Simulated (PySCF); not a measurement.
# C2H6Ge: the cost of one run

Computed with PySCF 2.14.0 and routines of our own; the level stands in each step. Atoms count from 0.

### Step 1. The starting structure

9 atoms, charge 0, multiplicity 1; geometry from: GFN2-xTB.

### Step 2. Geometry optimisation at PBE0-D3(BJ)/def2-SVP

What the job is given:

```
{"job": {"xc": "PBE0", "basis": "def2-SVP", "d3": "d3bj", "grid": 1, "maxiter": 30, "shake": 0.01, "kind": "geom"}, "charge": 0, "multiplicity": 1}
C      1.567770    -0.207510    -0.288730
C      0.552730     0.027360     0.557640
Ge    -1.337130     0.112800     0.051770
H      1.394150    -0.325500    -1.349440
H      2.579430    -0.230260     0.001970
H      0.784960     0.177990     1.606950
H     -2.102840    -0.926010     0.784640
H     -1.468460    -0.090460    -1.412690
H     -1.912810     1.444440     0.441410
```

Launch:

```
OMP_NUM_THREADS=1 python heavy_run.py task.json out
```

One launch serves the whole session: the jobs run in the order shown.

Q: Estimate the wall time and peak memory of this first job on 1 thread of Arm Neoverse V1, shared host.

About 15 s, with a peak of 0.36 GiB.
